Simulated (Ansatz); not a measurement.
# LiHfSe2: how settings move the results

An exercise on one series of results from a longer session: the logs are not shown, and one member is left open.

Computed with Ansatz 0.2.0 (DFT r2SCAN, scalar-relativistic, plane waves, PAW, unless a step's input says otherwise).

1 further run of the same task is left out (it didn't finish).

## The structure to begin with

Symmetry: P-3m1, No. 164, trigonal system. The conventional cell has a = 3.706 Å, b = 3.706 Å, c = 6.600 Å, α = 90.00°, β = 90.00°, γ = 120.00°. Li (site symmetry -3m) has 6 Se at 2.71 Å as nearest neighbours. Hf (site symmetry -3m) has 6 Se at 2.70 Å as nearest neighbours. Around Se (site symmetry 3m) lie 3 Hf at 2.70 Å and 3 Li at 2.71 Å.

Structure file:

```
Li Hf Se
1.0
     3.70598    0.00000    0.00000
    -1.85299    3.20947    0.00000
     0.00000    0.00000    6.59956
Li Hf Se
1 1 2
Direct
  0.00000 0.00000 0.50000
  0.00000 0.00000 0.00000
  0.33333 0.66667 0.24830
  0.66667 0.33333 0.75170
```

The structure comes from the Materials Project (structure only); it is used as listed.

The first run:

The input, input.yaml:

```yaml
crystal:
  lattice:
    - [3.7059775173, 0.0, 0.0]
    - [-1.8529887587, 3.2094706758, 0.0]
    - [0.0, 0.0, 6.5995639705]
  atoms:
    - { symbol: Li, position: [0.0, 0.0, 0.5] }
    - { symbol: Hf, position: [0.0, 0.0, 0.0] }
    - { symbol: Se, position: [0.33333333, 0.66666667, 0.24830339] }
    - { symbol: Se, position: [0.66666667, 0.33333333, 0.75169661] }
basis:
  ecutwfc: 500
kpoints:
  mp_grid: { grid: [6, 6, 4] }
hamiltonian:
  xc: r2scan
scf:
  occupations: { method: gaussian, width: 0.1 }
output:
  forces: true
  stress: true
  eigenvalues: true
```

Among the steps run: Quick check of gap, pressure and forces; Base run on a denser mesh; K-point mesh set to 3×3×1; K-point mesh set to 3×3×2; K-point mesh: 6×6×2; K-point mesh set to 6×6×4; K-point mesh: 9×9×4; K-point mesh: 9×9×6; K-point mesh set to 12×12×6.

One table of the session follows, with a row left open; its other results are not shown here.

It belongs to the step «What the k-point mesh changes». 

```
   mesh  pressure (GPa)  largest change of a force component (eV/Å)
  3×3×1            0.83                                       0.015
  3×3×2            1.05                                       0.170
  6×6×2            0.48                                       0.039
  6×6×4            0.54                                       0.018
  9×9×4               ?                                           ?
  9×9×6            0.64                                       0.003
12×12×6            0.60                                       0.005
15×15×6            0.63                                       0.000
```

**Question.** Estimate the row for 9×9×4.

As computed: pressure (GPa): 0.66; largest change of a force component (eV/Å): 0.002. In the column «pressure (GPa)» it lies between 9×9×6 (0.64) and 3×3×1 (0.83).

To keep in mind: The error changes sign along the series, since a k mesh isn't variational, and a metal needs dense meshes to resolve its Fermi surface. Spin polarisation is off in the runs that give these values; a magnetic solution could lie lower.
